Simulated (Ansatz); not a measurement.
This script makes a frozen displacement of one atom of InAs, space group F-43m with the Python package of Ansatz (0.2.0).

Input file `inas.xyz`:
```text
2
Lattice="0.0 3.018 3.018 3.018 0.0 3.018 3.018 3.018 0.0" Properties=species:S:1:pos:R:3 pbc="T T T"
In    0.00000000    0.00000000    0.00000000
As    1.50900000    1.50900000    1.50900000
```

Script `push.py`:
```python
"""Energy and force of InAs as one atom is pushed off its site."""

import warnings

import ansatz as az
import numpy as np

MESH = (6, 6, 6)
FILLING = "Fixed"


def main() -> None:
    warnings.simplefilter("ignore", az.DeckWarning)

    xtal = az.Crystal.from_extxyz("inas.xyz")

    inverse = np.linalg.inv(np.array(xtal.lattice.vectors))
    home = np.array(xtal.sites[1].position)
    values = np.linspace(-0.02, 0.02, 5)
    energies, pulls = [], []
    for shift in values:
        moved = xtal.move(1, to=home + shift * inverse[1])
        calc = (
            moved.calculation()
            .functional(az.Functional.R2SCAN)
            .kpoints(mesh=MESH)
            .occupations(FILLING)
            .forces()
        )
        rep = calc.run(threads=1).report
        energies.append(rep["free_energy_ev"])
        pulls.append(rep["forces_ev_ang"][1][1])

    # the force is minus the slope of the free energy
    print("shift (A)   dE (eV)   force along y (eV/A)")
    for shift, e, f in zip(values, energies, pulls):
        print(f"{shift:8.3f} {e - energies[2]:10.5f} {f:12.4f}")
    print(f"stiffness from energies {2 * np.polyfit(values, energies, 2)[0]:.3f}, from forces {-np.polyfit(values, pulls, 1)[0]:.3f} eV/A^2")


if __name__ == "__main__":
    main()
```

How stiff is this displacement, and do energies and forces agree?

The curvature of the energy gives 8.112 eV/Å² and the slope of the force 8.111 eV/Å², a positive curvature.

The run itself:

```console
$ python push.py
shift (A)   dE (eV)   force along y (eV/A)
  -0.020    0.00162       0.1622
  -0.010    0.00041       0.0811
   0.000    0.00000      -0.0000
   0.010    0.00041      -0.0811
   0.020    0.00162      -0.1622
stiffness from energies 8.112, from forces 8.111 eV/A^2
```

Of the deposited cell: the entry's cell lengths or inner coordinates differ somewhat from later room-temperature determinations. The structure is a deposited one; some such entries were measured under pressure or heat, so a shift against it needn't be the functional's error alone. All periodic images of the atom move with it, so the curvature is one diagonal element of the zone-centre force constants and no normal mode; a positive value doesn't exclude soft modes in which several atoms move. The whole script took 42 s on 1 thread of Intel(R) Xeon(R) Platinum 8259CL CPU @ 2.50GHz (Skylake/Cascade Lake) (shared host), peak memory 0.61 GiB.
